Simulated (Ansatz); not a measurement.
**CH3BOS: a spread of methods and bases**

How do the results and run time of CH3BOS respond when the settings are drawn wide?

Program: Ansatz 0.2.0, Gaussian basis. Level of theory: the settings change from run to run. These are calculated values, not measurements.

**1. The molecule**

The geometry comes from an earlier relaxation with PBE0-D4 in a triple-zeta def2 set; it is a stationary point, not always the lowest conformer.

SMILES `OB1CS1`, 7 atoms, charge 0, spin multiplicity 1.

Atoms are counted from 1 here; the program's logs count them from 0.

Bond lengths: O1–B2 1.340 Å, O1–H5 0.961 Å, B2–C3 1.530 Å, B2–S4 1.754 Å, C3–S4 1.883 Å, C3–H6 1.087 Å, C3–H7 1.087 Å. Angles: B2–O1–H5 113.4°, O1–B2–C3 148.4°, O1–B2–S4 142.0°, C3–B2–S4 69.6°, B2–C3–S4 60.8°, B2–C3–H6 121.6°, B2–C3–H7 121.6°, S4–C3–H6 113.5°, S4–C3–H7 113.5°, H6–C3–H7 113.4°, B2–S4–C3 49.6°.

Geometry (Å):

```xyz
7
CH3BOS
O    -1.3509    0.6655   -1.0195
B    -0.4402   -0.1124   -0.4190
C     0.7280   -0.2323    0.5616
S     0.1180   -1.7728   -0.3338
H    -1.2991    1.5875   -0.7543
H     0.5684   -0.2636    1.6361
H     1.7371    0.0600    0.2832
```

**2. r2SCAN0/def2-TZVP**

Options: unrestricted orbitals, density fitting with def2-universal-jkfit, a point charge of 0.50 e beside it, D3(BJ) with three-body dispersion.

The input, in.yaml:

```yaml
crystal:
  periodic: [false, false, false]
  atoms:
    - {symbol: O, position_ang: [-1.350878, 0.665472, -1.019497]}
    - {symbol: B, position_ang: [-0.440250, -0.112422, -0.418951]}
    - {symbol: C, position_ang: [0.728032, -0.232298, 0.561564]}
    - {symbol: S, position_ang: [0.117992, -1.772767, -0.333787]}
    - {symbol: H, position_ang: [-1.299097, 1.587528, -0.754321]}
    - {symbol: H, position_ang: [0.568433, -0.263585, 1.636092]}
    - {symbol: H, position_ang: [1.737069, 0.059972, 0.283199]}
basis:
  gaussian: {orbitals: def2-TZVP, fitting: {mean_field: def2-universal-jkfit}, point_charges: [{charge: 0.50, position_ang: [4.382, 0.074, 0.344]}]}
magnetization: {spin_polarized: true, initial_magnetization: 0}
hamiltonian: {xc: {name: r2SCAN0}, dispersion: d3bjatm}
```

On the command line:

```bash
$ ansatz run in.yaml --threads 2 --pin off --events-out ev --progress --plain --max-ram 4352MiB
```

Standard output:

```text
Functional definition: r2SCAN0
  name "r2SCAN0"
  cite "Bursch, Neugebauer, Ehlert & Grimme, J. Chem. Phys. 156, 134105 (2022) doi:10.1063/5.0086040"
  cite "Furness, Kaplan, Ning, Perdew & Sun, J. Phys. Chem. Lett. 11, 8208 (2020) doi:10.1021/acs.jpclett.0c02405"
  cite "Furness, Kaplan, Ning, Perdew & Sun, J. Phys. Chem. Lett. 11, 9248 (2020) doi:10.1021/acs.jpclett.0c03077"
  parent r2scan
  parameter a = 0.25
  parameter k0 = 0.174
  parameter k1 = 0.065
  parameter a1 = 4.9479
  exchange = (1 - a)*r2scan_x(k0 = k0, k1 = k1, a1 = a1) + a*exact_x
  correlation = r2scan_c
409 factors; integrals over basis functions are off by at most 8.8e-1 eV
mean field evaluation 1: about -14637.0086 eV, gradient 4.3e1 eV
mean field evaluation 2: about -14630.1766 eV, gradient 5.6e1 eV
mean field evaluation 4: about -14644.2573 eV, gradient 2.2e0 eV
mean field evaluation 8: about -14644.2797 eV, gradient 3.7e-2 eV
mean field -14644.27974234 eV, -538.1673542816 hartree, gradient 2.7e-5 eV, S^2 0.000000; 0 other end points of the search recorded, 0 dependent functions left out
reference -14644.27975165 eV, -538.1673546237 hartree; 19, 19 occupied and 129, 129 virtual orbitals, 409 factors
Total energy: -14644.31873789 eV, -538.1687873418 hartree
```

It took 4.9 s on 2 threads of Arm Neoverse V1, shared host.

⟨S²⟩ 0.000.

**3. BHLYP/cc-pVDZ**

Set apart from the defaults: charge -1, multiplicity 2, atoms shaken by 0.08 Å, density fitting with cc-pVTZ-jkfit, D4 dispersion, relativity set to none, the search for lower states set to light.

The input, in.yaml:

```yaml
crystal:
  periodic: [false, false, false]
  atoms:
    - {symbol: O, position_ang: [-1.273593, 0.700715, -1.128432]}
    - {symbol: B, position_ang: [-0.585604, -0.172570, -0.441753]}
    - {symbol: C, position_ang: [0.611066, -0.208634, 0.538732]}
    - {symbol: S, position_ang: [0.095736, -1.754762, -0.256873]}
    - {symbol: H, position_ang: [-1.283735, 1.567254, -0.726529]}
    - {symbol: H, position_ang: [0.598350, -0.313726, 1.684015]}
    - {symbol: H, position_ang: [1.770408, 0.153978, 0.322013]}
basis:
  gaussian: {orbitals: cc-pVDZ, fitting: {mean_field: cc-pVTZ-jkfit}}
total_charge: -1
magnetization: {spin_polarized: true, initial_magnetization: 1}
hamiltonian: {xc: {name: BHLYP}, dispersion: d4, pseudopotentials: {relativity: none}}
scf: {lower_state_search: light}
output: {forces: true}
```

Same command.

Standard output, cut to the lines that bear on the results:

```text
Functional definition: BHLYP
  name "BHLYP"
  cite "Becke, J. Chem. Phys. 98, 1372 (1993) doi:10.1063/1.464304"
  cite "Becke, Phys. Rev. A 38, 3098 (1988) doi:10.1103/PhysRevA.38.3098"
  cite "Lee, Yang & Parr, Phys. Rev. B 37, 785 (1988) doi:10.1103/PhysRevB.37.785"
[...]
448 factors; integrals over basis functions are off by at most 9.7e-2 eV
[...]
mean field -14640.98071697 eV, -538.0461173357 hartree, gradient 1.7e-5 eV, S^2 0.756620; 2 other end points of the search recorded, 0 dependent functions left out
[...]
reference -14640.98086575 eV, -538.0461228030 hartree; 20, 19 occupied and 55, 56 virtual orbitals, 448 factors
Total energy: -14641.16516545 eV, -538.0528956922 hartree
Atom 0 at    -1.273593     0.700715    -1.128432 Å, force    -2.241349     2.810260    -3.815145 eV/Å
Atom 1 at    -0.585604    -0.172570    -0.441753 Å, force     0.628970     0.157961     4.871808 eV/Å
Atom 2 at     0.611066    -0.208634     0.538732 Å, force     2.382655     1.676059     1.675777 eV/Å
Atom 3 at     0.095736    -1.754762    -0.256873 Å, force     1.141014    -4.103162    -1.253894 eV/Å
Atom 4 at    -1.283735     1.567254    -0.726529 Å, force     0.341882    -0.145062     0.114439 eV/Å
Atom 5 at     0.598350    -0.313726     1.684015 Å, force    -0.327999     0.239653    -1.602639 eV/Å
Atom 6 at     1.770408     0.153978     0.322013 Å, force    -1.925173    -0.635710     0.009654 eV/Å
Dipole moment:    -0.072845     0.287709    -0.030961 e Å
```

Wall time 2.4 s (2 threads of Arm Neoverse V1, shared host).

Largest force 5.242 eV/Å, ⟨S²⟩ 0.757.

**4. revPBE/aug-cc-pVDZ**

This run has unrestricted orbitals, atoms shaken by 0.03 Å, D4 dispersion.

The input, in.yaml:

```yaml
crystal:
  periodic: [false, false, false]
  atoms:
    - {symbol: O, position_ang: [-1.348286, 0.675519, -1.002015]}
    - {symbol: B, position_ang: [-0.453309, -0.164551, -0.323636]}
    - {symbol: C, position_ang: [0.699375, -0.200364, 0.528977]}
    - {symbol: S, position_ang: [0.113606, -1.763110, -0.321756]}
    - {symbol: H, position_ang: [-1.336889, 1.584516, -0.701596]}
    - {symbol: H, position_ang: [0.583902, -0.242796, 1.586080]}
    - {symbol: H, position_ang: [1.626105, 0.067332, 0.292326]}
basis:
  gaussian: {orbitals: aug-cc-pVDZ}
magnetization: {spin_polarized: true, initial_magnetization: 0}
hamiltonian: {xc: {name: revPBE}, dispersion: d4}
output: {forces: true}
```

Launched as before.

Standard output, cut to the lines that bear on the results:

```text
Functional definition: revPBE
  name "revPBE"
  cite "Zhang & Yang, Phys. Rev. Lett. 80, 890 (1998) doi:10.1103/PhysRevLett.80.890"
  cite "Perdew, Burke & Ernzerhof, Phys. Rev. Lett. 77, 3865 (1996) doi:10.1103/PhysRevLett.77.3865"
[...]
1122 factors; their error is unknown
[...]
mean field -14642.79331041 eV, -538.1127289159 hartree, gradient 7.5e-5 eV, S^2 0.000000; 0 other end points of the search recorded, 0 dependent functions left out
[...]
reference -14642.79339362 eV, -538.1127319736 hartree; 19, 19 occupied and 104, 104 virtual orbitals, 1122 factors
Total energy: -14643.21319050 eV, -538.1281592247 hartree
Atom 0 at    -1.348286     0.675519    -1.002015 Å, force     0.254981    -1.674606     0.231660 eV/Å
Atom 1 at    -0.453309    -0.164551    -0.323636 Å, force    -3.762718     3.328340    -3.039240 eV/Å
Atom 2 at     0.699375    -0.200364     0.528977 Å, force    -1.261267    -0.934290     2.760268 eV/Å
Atom 3 at     0.113606    -1.763110    -0.321756 Å, force     0.322699    -2.744899    -0.325625 eV/Å
Atom 4 at    -1.336889     1.584516    -0.701596 Å, force     0.208797     0.684562     0.344017 eV/Å
Atom 5 at     0.583902    -0.242796     1.586080 Å, force    -0.210911    -0.103303     1.473161 eV/Å
Atom 6 at     1.626105     0.067332     0.292326 Å, force     4.448420     1.444196    -1.444241 eV/Å
Dipole moment:     0.129530     0.441676     0.258346 e Å
```

Wall time 3.1 s (2 threads of Arm Neoverse V1, shared host).

Largest force 5.871 eV/Å, dipole 2.54 D, ⟨S²⟩ 0.000.

**5. B2GP-PLYP/def2-TZVPD**

This run has unrestricted orbitals.

The input, in.yaml:

```yaml
crystal:
  periodic: [false, false, false]
  atoms:
    - {symbol: O, position_ang: [-1.350878, 0.665472, -1.019497]}
    - {symbol: B, position_ang: [-0.440250, -0.112422, -0.418951]}
    - {symbol: C, position_ang: [0.728032, -0.232298, 0.561564]}
    - {symbol: S, position_ang: [0.117992, -1.772767, -0.333787]}
    - {symbol: H, position_ang: [-1.299097, 1.587528, -0.754321]}
    - {symbol: H, position_ang: [0.568433, -0.263585, 1.636092]}
    - {symbol: H, position_ang: [1.737069, 0.059972, 0.283199]}
basis:
  gaussian: {orbitals: def2-TZVPD}
magnetization: {spin_polarized: true, initial_magnetization: 0}
hamiltonian: {xc: {name: B2GP-PLYP}}
```

Launched as before.

Standard output, cut to the lines that bear on the results:

```text
Functional definition: B2GP-PLYP
  name "B2GP-PLYP"
  cite "Karton, Tarnopolsky, Lamère, Schatz & Martin, J. Phys. Chem. A 112, 12868 (2008) doi:10.1021/jp801805p"
  cite "Becke, Phys. Rev. A 38, 3098 (1988) doi:10.1103/PhysRevA.38.3098"
  cite "Lee, Yang & Parr, Phys. Rev. B 37, 785 (1988) doi:10.1103/PhysRevB.37.785"
[...]
1215 factors; integrals over basis functions are off by at most 9.9e-4 eV
[...]
mean field -14631.74047017 eV, -537.7065445288 hartree, gradient 8.7e-6 eV, S^2 0.000000; 0 other end points of the search recorded, 0 dependent functions left out
8 core orbitals not correlated: weight in the atoms' cores, before any rotation towards them, 1.000 or more for the frozen orbitals, at most 0.000 for the correlated occupied ones
reference -14631.74059748 eV, -537.7065492075 hartree; 11, 11 occupied and 168, 168 virtual orbitals, 1215 factors
second order -20.93444603 eV of doubles, -0.00000000 eV of singles
Total energy: -14639.27699805 eV, -537.9835068202 hartree
```

It took 8 s on 2 threads of Arm Neoverse V1, shared host; peak memory 0.51 GiB.

⟨S²⟩ 0.000.

**6. SVWN5/x2c-TZVPPall**

Options: charge +1, multiplicity 2, a grid of angular degree 23, the search for lower states set to off.

in.yaml: that of step 5 with these lines changed.

```diff
@@ -11,4 +11,7 @@
 basis:
-  gaussian: {orbitals: def2-TZVPD}
-magnetization: {spin_polarized: true, initial_magnetization: 0}
-hamiltonian: {xc: {name: B2GP-PLYP}}
+  gaussian: {orbitals: x2c-TZVPPall, final_grid: {core_spheres: 8, valence_spheres: 7, degree: 23}}
+total_charge: 1
+magnetization: {spin_polarized: true, initial_magnetization: 1}
+hamiltonian: {xc: {name: SVWN5}}
+scf: {lower_state_search: off}
+output: {forces: true}
```

Same command.

Standard output, cut to the lines that bear on the results:

```text
Functional definition: SVWN5
  name "SVWN5"
  cite "Dirac, Proc. Camb. Phil. Soc. 26, 376 (1930) doi:10.1017/S0305004100016108"
  cite "Slater, Phys. Rev. 81, 385 (1951) doi:10.1103/PhysRev.81.385"
  cite "Vosko, Wilk & Nusair, Can. J. Phys. 58, 1200 (1980) doi:10.1139/p80-159"
[...]
970 factors; their error is unknown
[...]
mean field -14600.31077147 eV, -536.5515244056 hartree, gradient 9.2e-6 eV, S^2 0.752116; 0 other end points of the search recorded, 0 dependent functions left out
[...]
reference -14600.31080143 eV, -536.5515255064 hartree; 19, 18 occupied and 158, 159 virtual orbitals, 970 factors
Total energy: -14600.31080143 eV, -536.5515255064 hartree
Relativity: scalar
Atom 0 at    -1.350878     0.665472    -1.019497 Å, force     1.036939    -2.055294     0.404022 eV/Å
Atom 1 at    -0.440250    -0.112422    -0.418951 Å, force    -1.054239     3.030572    -0.185715 eV/Å
Atom 2 at     0.728032    -0.232298     0.561564 Å, force    -1.481401    -0.573730    -1.416964 eV/Å
Atom 3 at     0.117992    -1.772767    -0.333787 Å, force     0.897619    -1.172748     0.494932 eV/Å
Atom 4 at    -1.299097     1.587528    -0.754321 Å, force    -0.113763     1.006221     0.142412 eV/Å
Atom 5 at     0.568433    -0.263585     1.636092 Å, force     0.026526    -0.209109     0.663737 eV/Å
Atom 6 at     1.737069     0.059972     0.283199 Å, force     0.688319    -0.025913    -0.102423 eV/Å
Dipole moment:     0.292806     0.249526     0.312571 e Å
Checks for a lower state left out: stability, starts, cluster_reference, orbital_swaps, neighbouring_geometries, increment
```

Run time: 1.4 s. Hardware: 2 threads of Arm Neoverse V1, shared host.

Largest force 3.214 eV/Å, ⟨S²⟩ 0.752.

**7. revPBE/6-31++G****

This run has atoms shaken by 0.03 Å, D3(BJ) dispersion.

The input, in.yaml:

```yaml
crystal:
  periodic: [false, false, false]
  atoms:
    - {symbol: O, position_ang: [-1.421489, 0.618402, -1.003026]}
    - {symbol: B, position_ang: [-0.447576, -0.121901, -0.410802]}
    - {symbol: C, position_ang: [0.713356, -0.206219, 0.598670]}
    - {symbol: S, position_ang: [0.166651, -1.741982, -0.298828]}
    - {symbol: H, position_ang: [-1.350110, 1.532141, -0.732733]}
    - {symbol: H, position_ang: [0.585555, -0.276889, 1.580816]}
    - {symbol: H, position_ang: [1.772193, 0.009315, 0.251508]}
basis:
  gaussian: {orbitals: "6-31++G**"}
hamiltonian: {xc: {name: revPBE}, dispersion: d3bj}
output: {forces: true}
```

Same command.

Standard output, cut to the lines that bear on the results:

```text
Functional definition: revPBE
  name "revPBE"
  cite "Zhang & Yang, Phys. Rev. Lett. 80, 890 (1998) doi:10.1103/PhysRevLett.80.890"
  cite "Perdew, Burke & Ernzerhof, Phys. Rev. Lett. 77, 3865 (1996) doi:10.1103/PhysRevLett.77.3865"
[...]
950 factors; their error is unknown
[...]
mean field -14642.21638131 eV, -538.0915271622 hartree, gradient 2.6e-5 eV, S^2 0.000000; 0 other end points of the search recorded, 0 dependent functions left out
[...]
reference -14642.21647019 eV, -538.0915304287 hartree; 19, 19 occupied and 79, 79 virtual orbitals, 950 factors
Total energy: -14642.54293294 eV, -538.1035277135 hartree
Atom 0 at    -1.421489     0.618402    -1.003026 Å, force    -0.005182    -0.728850    -0.307843 eV/Å
Atom 1 at    -0.447576    -0.121901    -0.410802 Å, force    -0.381441     0.516024    -0.033903 eV/Å
Atom 2 at     0.713356    -0.206219     0.598670 Å, force     2.249412     0.837077    -4.657722 eV/Å
Atom 3 at     0.166651    -1.741982    -0.298828 Å, force    -0.321289    -1.752630    -0.516557 eV/Å
Atom 4 at    -1.350110     1.532141    -0.732733 Å, force    -0.055436     0.974633     0.224408 eV/Å
Atom 5 at     0.585555    -0.276889     1.580816 Å, force    -0.501097    -0.098584     4.646364 eV/Å
Atom 6 at     1.772193     0.009315     0.251508 Å, force    -0.984967     0.252331     0.645252 eV/Å
Dipole moment:     0.100301     0.526685     0.207889 e Å
```

It took 1.4 s on 2 threads of Arm Neoverse V1, shared host.

Largest force 5.240 eV/Å, dipole 2.76 D.

**8. wB97X-V/ANO-RCC-VTZP**

Set apart from the defaults: a point charge of 2.00 e beside it, the search for lower states set to off.

The input, in.yaml:

```yaml
crystal:
  periodic: [false, false, false]
  atoms:
    - {symbol: O, position_ang: [-1.350878, 0.665472, -1.019497]}
    - {symbol: B, position_ang: [-0.440250, -0.112422, -0.418951]}
    - {symbol: C, position_ang: [0.728032, -0.232298, 0.561564]}
    - {symbol: S, position_ang: [0.117992, -1.772767, -0.333787]}
    - {symbol: H, position_ang: [-1.299097, 1.587528, -0.754321]}
    - {symbol: H, position_ang: [0.568433, -0.263585, 1.636092]}
    - {symbol: H, position_ang: [1.737069, 0.059972, 0.283199]}
basis:
  gaussian: {orbitals: ANO-RCC-VTZP, point_charges: [{charge: 2.00, position_ang: [6.455, -0.128, 0.131]}]}
hamiltonian: {xc: {name: wB97X-V}}
scf: {lower_state_search: off}
```

The command is unchanged.

Standard output, cut to the lines that bear on the results:

```text
Functional definition: wB97X-V
  name "wB97X-V"
  cite "Mardirossian & Head-Gordon, Phys. Chem. Chem. Phys. 16, 9904 (2014) doi:10.1039/C3CP54374A"
  cite "Becke, J. Chem. Phys. 107, 8554 (1997) doi:10.1063/1.475007"
  cite "Vydrov & Van Voorhis, J. Chem. Phys. 133, 244103 (2010) doi:10.1063/1.3521275"
[...]
      + integral(e_c_pw_opposite_spin*poly(b97_u_opposite, cos0, cos1)) + vv10(b, c)
[...]
1210 factors; their error is unknown
292 factors; integrals over basis functions are off by at most 1.8e-5 eV
[...]
mean field -14677.01903020 eV, -539.3705009192 hartree, gradient 7.3e-6 eV, S^2 0.000000; 0 other end points of the search recorded, 0 dependent functions left out
reference -14677.01902710 eV, -539.3705008053 hartree; 19, 19 occupied and 147, 147 virtual orbitals, 1210 factors
Total energy: -14677.01902710 eV, -539.3705008053 hartree
Relativity: scalar
Checks for a lower state left out: stability, starts, cluster_reference, orbital_swaps, neighbouring_geometries, increment
```

Run time: 7.5 s. Hardware: 2 threads of Arm Neoverse V1, shared host.

**9. HSE06/def2-TZVP**

Options: charge -1, multiplicity 2, atoms shaken by 0.08 Å, D3(BJ) dispersion.

The input, in.yaml:

```yaml
crystal:
  periodic: [false, false, false]
  atoms:
    - {symbol: O, position_ang: [-1.485555, 0.737713, -0.961283]}
    - {symbol: B, position_ang: [-0.431380, -0.181801, -0.432786]}
    - {symbol: C, position_ang: [0.712379, -0.238886, 0.589750]}
    - {symbol: S, position_ang: [-0.003202, -1.700297, -0.206232]}
    - {symbol: H, position_ang: [-1.284786, 1.724236, -0.637312]}
    - {symbol: H, position_ang: [0.575478, -0.243394, 1.620712]}
    - {symbol: H, position_ang: [1.841657, -0.111838, 0.122136]}
basis:
  gaussian: {orbitals: def2-TZVP}
total_charge: -1
magnetization: {spin_polarized: true, initial_magnetization: 1}
hamiltonian: {xc: {name: HSE06}, dispersion: d3bj}
```

Launched as before.

Standard output, cut to the lines that bear on the results:

```text
Functional definition: HSE06
  name "HSE06"
  cite "Heyd, Scuseria & Ernzerhof, J. Chem. Phys. 118, 8207 (2003) doi:10.1063/1.1564060"
  cite "Krukau, Vydrov, Izmaylov & Scuseria, J. Chem. Phys. 125, 224106 (2006) doi:10.1063/1.2404663"
  cite "Heyd & Scuseria, J. Chem. Phys. 120, 7274 (2004) doi:10.1063/1.1668634"
  cite "Ernzerhof & Perdew, J. Chem. Phys. 109, 3313 (1998) doi:10.1063/1.476928"
  cite "Perdew, Burke & Ernzerhof, Phys. Rev. Lett. 77, 3865 (1996) doi:10.1103/PhysRevLett.77.3865"
  parent pbe
[...]
  # The whole range is PBE's own exchange, as in plane waves. The composition of these papers is wPBEh.
[...]
903 factors; their error is unknown
69 factors; integrals over basis functions are off by at most 4.4e-7 eV
[...]
mean field -14636.37719429 eV, -537.8769409974 hartree, gradient 1.3e-5 eV, S^2 0.753845; 4 other end points of the search recorded, 0 dependent functions left out
reference -14636.37723626 eV, -537.8769425397 hartree; 20, 19 occupied and 128, 129 virtual orbitals, 903 factors
Total energy: -14636.46062152 eV, -537.8800068914 hartree
```

Run time: 7.5 s. Hardware: 2 threads of Arm Neoverse V1, shared host; peak memory 0.39 GiB.

⟨S²⟩ 0.754.

**10. r2SCAN50/def2-SVP**

Set apart from the defaults: finite nuclei, a point charge of -1.00 e beside it, D3(BJ) with three-body dispersion.

The input, in.yaml:

```yaml
crystal:
  periodic: [false, false, false]
  atoms:
    - {symbol: O, position_ang: [-1.350878, 0.665472, -1.019497]}
    - {symbol: B, position_ang: [-0.440250, -0.112422, -0.418951]}
    - {symbol: C, position_ang: [0.728032, -0.232298, 0.561564]}
    - {symbol: S, position_ang: [0.117992, -1.772767, -0.333787]}
    - {symbol: H, position_ang: [-1.299097, 1.587528, -0.754321]}
    - {symbol: H, position_ang: [0.568433, -0.263585, 1.636092]}
    - {symbol: H, position_ang: [1.737069, 0.059972, 0.283199]}
basis:
  gaussian: {orbitals: def2-SVP, nuclear_model: gaussian, point_charges: [{charge: -1.00, position_ang: [5.017, 0.276, 0.748]}]}
hamiltonian: {xc: {name: r2SCAN50}, dispersion: d3bjatm}
```

Same command.

Standard output, cut to the lines that bear on the results:

```text
Functional definition: r2SCAN50
  name "r2SCAN50"
  cite "Bursch, Neugebauer, Ehlert & Grimme, J. Chem. Phys. 156, 134105 (2022) doi:10.1063/5.0086040"
  cite "Furness, Kaplan, Ning, Perdew & Sun, J. Phys. Chem. Lett. 11, 8208 (2020) doi:10.1021/acs.jpclett.0c02405"
  cite "Furness, Kaplan, Ning, Perdew & Sun, J. Phys. Chem. Lett. 11, 9248 (2020) doi:10.1021/acs.jpclett.0c03077"
  parent r2scan
[...]
733 factors; integrals over basis functions are off by at most 1.3e-3 eV
[...]
mean field -14635.88730741 eV, -537.8589379865 hartree, gradient 2.2e-5 eV, S^2 0.000000; 0 other end points of the search recorded, 0 dependent functions left out
reference -14635.88731201 eV, -537.8589381555 hartree; 19, 19 occupied and 56, 56 virtual orbitals, 733 factors
Total energy: -14635.93083931 eV, -537.8605377542 hartree
```

Wall time 2.1 s (2 threads of Arm Neoverse V1, shared host).

**11. The runs in one table**

```
               level  charge  multiplicity               geometry  functions  energy (eV)   time
   r2SCAN0/def2-TZVP       0             1  relaxed, point charge        148   -14644.319  4.9 s
       BHLYP/cc-pVDZ      -1             2                 shaken         75   -14641.165  2.4 s
  revPBE/aug-cc-pVDZ       0             1                 shaken        123   -14643.213  3.1 s
B2GP-PLYP/def2-TZVPD       0             1                relaxed        187   -14639.277    8 s
  SVWN5/x2c-TZVPPall       1             2                relaxed        177   -14600.311  1.4 s
    revPBE/6-31++G**       0             1                 shaken         98   -14642.543  1.4 s
wB97X-V/ANO-RCC-VTZP       0             1  relaxed, point charge        166   -14677.019  7.5 s
     HSE06/def2-TZVP      -1             2                 shaken        148   -14636.461  7.5 s
   r2SCAN50/def2-SVP       0             1  relaxed, point charge         75   -14635.931  2.1 s
```

**12. Summary of results**

| quantity | value |
| --- | --- |
| runs | 9 |
| quickest | SVWN5/x2c-TZVPPall, 1.4 s |
| slowest | B2GP-PLYP/def2-TZVPD, 8 s |

In words: The runs differ in state or geometry as well as level, so their energies can't be set against each other. Run time spans a factor of 6, from SVWN5/x2c-TZVPPall to B2GP-PLYP/def2-TZVPD. The jobs differ in tasks and options as well as level.
